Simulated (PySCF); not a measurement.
# InF (SMILES [F][In]) at CCSDT/STO-6G

Aim: the vertical ionisation energy of InF at CCSDT/STO-6G, from 2 runs. Input form: a Python script.

Program for the calculation: PySCF 2.14.0.

11 further runs of the same task are left out: 5 that didn't finish, 6 set aside as unsound or not needed.

## Step 1: The molecule

InF: 2 atoms, total charge 0, spin state singlet. As SMILES, `[F][In]`. The shape is that of a PBE0-D4/def2-TZVP optimisation.

Bond lengths: F1–In2 1.994 Å.

## Step 2: The energy at CCSDT/STO-6G

File job.py:

```python
# InF
from pyscf import gto, cc

mol = gto.M(
    atom=[
    ('F', (0.000000, 0.000000, 0.015910)),
    ('In', (-0.000000, -0.000000, 2.009580)),
],
    max_memory=1860,
    basis='sto-6g',
    charge=0,
    verbose=3,
)

mf = mol.RHF()
mf.conv_tol = 1e-10
mf.kernel()
if not mf.converged:
    mf = mf.newton().run(mf.mo_coeff, mf.mo_occ)

mycc = cc.CCSDT(mf, frozen=19)
mycc.kernel()
etot = mycc.e_tot
print(f'total energy: {etot:.8f} hartree')
```

Command:

```console
$ OMP_NUM_THREADS=1 python job.py
```

Standard output:

```text
converged SCF energy = -5811.56675200793
_make_eris_incore_RCCSDT

WARN: A large `blksize` is being used, which may cause large memory consumption
      for storing contraction intermediates. If memory is sufficient, consider using
      `pyscf.cc.rccsdt_highm.RCCSDT` instead.

RCCSDT converged
E(RCCSDT) = -5811.637907979215   E_corr = -0.071155971289893
E_corr(same-spin) = -0.0128274688009056
E_corr(oppo-spin) = -0.0583285024889874
total energy: -5811.63790798 hartree
```

Wall time 2.9 s (1 thread of Arm Neoverse V1, shared host); peak memory 0.12 GiB.

## Step 3: The doublet cation, same level

File input.xyz:

```xyz
2

F      0.000000     0.000000     0.015910
In     0.000000     0.000000     2.009580
```

File run.py:

```python
from pyscf import gto, cc

mol = gto.M(
    atom='input.xyz',
    charge=1,
    spin=1,
    verbose=3,
    basis='sto-6g',
    max_memory=1860,
)

mf = mol.UHF()
mf.conv_tol = 1e-10
mf.kernel()
if not mf.converged:
    mf = mf.newton().run(mf.mo_coeff, mf.mo_occ)

mycc = cc.CCSDT(mf, frozen=19)
mycc.kernel()
energy = mycc.e_tot
print('E(%s) = %.9f' % ('CCSDT', energy))
```

Command:

```console
$ OMP_NUM_THREADS=1 python run.py
```

Standard output:

```text
converged SCF energy = -5811.41982208203  <S^2> = 0.83782211  2S+1 = 2.0859742
_make_eris_incore_UCCSDT

WARN: A large `blksize_v_aaa` is being used, which may cause large memory consumption
      for storing contraction intermediates. If memory is sufficient, consider using
      `pyscf.cc.uccsdt_highm.UCCSDT` instead.

WARN: A large `blksize_v_aab` is being used, which may cause large memory consumption
      for storing contraction intermediates. If memory is sufficient, consider using
      `pyscf.cc.uccsdt_highm.UCCSDT` instead.

UCCSDT converged
E(UCCSDT) = -5811.484163068552   E_corr = -0.06434098652395188
E_corr(same-spin) = -0.0120327397885169
E_corr(oppo-spin) = -0.052308246735435
E(CCSDT) = -5811.484163069
```

Wall time 5.1 s (1 thread of Arm Neoverse V1, shared host); peak memory 0.13 GiB.

## Step 4: Summary of results

Level: CCSDT/STO-6G, 19 core orbitals frozen.

```
                                                                  quantity           value
                                                 singlet InF: total energy  -5811.63791 Eh
                         singlet InF: dipole moment (Hartree–Fock density)          0.87 D
                          singlet InF: HOMO energy (Hartree–Fock orbitals)        -4.29 eV
                          singlet InF: LUMO energy (Hartree–Fock orbitals)         6.27 eV
                        singlet InF: HOMO–LUMO gap (Hartree–Fock orbitals)        10.56 eV
                 singlet InF: correlation energy (19 core orbitals frozen)       -71.2 mEh
                                                singlet InF: T1 diagnostic           0.026
                                              doublet cation: total energy  -5811.48416 Eh
doublet cation: HOMO energy (Hartree–Fock orbitals) (highest over α and β)       -14.00 eV
 doublet cation: LUMO energy (Hartree–Fock orbitals) (lowest over α and β)        -3.57 eV
              doublet cation: correlation energy (19 core orbitals frozen)       -64.3 mEh
                         doublet cation: ⟨S²⟩ of the reference determinant           0.838
                                             doublet cation: T1 diagnostic           0.038
                        vertical ionisation energy (to the doublet cation)        4.184 eV
```

**Reading.** The vertical ionisation energy comes to 4.18 eV (404 kJ/mol). In a minimal basis such a difference can be off by several eV, whatever the method. The T1 diagnostic (singlet InF) of 0.026 is above the customary mark for such species, so a single reference may not serve. Relativity is left out (singlet InF) although the molecule holds a heavy atom. Relativity is left out (doublet cation) although the molecule holds a heavy atom.
